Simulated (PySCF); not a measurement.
# C5H6F2: the cost of one run

Programs: PySCF 2.14.0, with density-fitted response routines of our own. Each step states its level of theory. These are calculated values for one molecule in the gas phase, unless marked as measured. Atoms are numbered from 0 throughout.

### Step 1. The starting structure

13 atoms, charge 0, multiplicity 1; geometry from: GFN2-xTB. The atoms were then displaced at random by about 0.01 Å, so the start is not that level's minimum.

Bonds of the start (Å): C0–C1 1.29, C1–C2 1.50, C2–F3 1.39, C2–C4 1.52, C4–C5 1.31, C4–F6 1.36, C0–H7 1.06, C0–H8 1.11, C1–H9 1.08, C2–H10 1.09, C5–H11 1.09, C5–H12 1.07.

### Step 2. Geometry optimisation at PBE0-D3(BJ)/def2-SVP

The job: settings as JSON, then the geometry in Å.

```
{"job": {"xc": "PBE0", "basis": "def2-SVP", "d3": "d3bj", "grid": 1, "shake": 0.01, "kind": "geom"}, "charge": 0, "multiplicity": 1}
C     -2.156940     0.057960     0.328370
C     -1.172740    -0.500040    -0.296730
C     -0.078690     0.262760    -0.976790
F      0.363660    -0.383670    -2.121720
C      1.121360     0.365970    -0.047820
C      2.246470    -0.303250    -0.090940
F      0.910630     1.276940     0.940910
H     -2.918640    -0.486320     0.822780
H     -2.283840     1.160760     0.381680
H     -1.052700    -1.571510    -0.318680
H     -0.394380     1.268410    -1.254180
H      3.034700    -0.151850     0.642680
H      2.386940    -1.013040    -0.881140
```

Launch:

```bash
$ OMP_NUM_THREADS=1 python probes_run.py task.json out
```

This one command runs all jobs of the session in turn.

**Question.** How long does this first job take on 1 thread of Arm Neoverse V2, shared host, and how much memory does it need?

About 58 s, with a peak of 0.5 GiB.
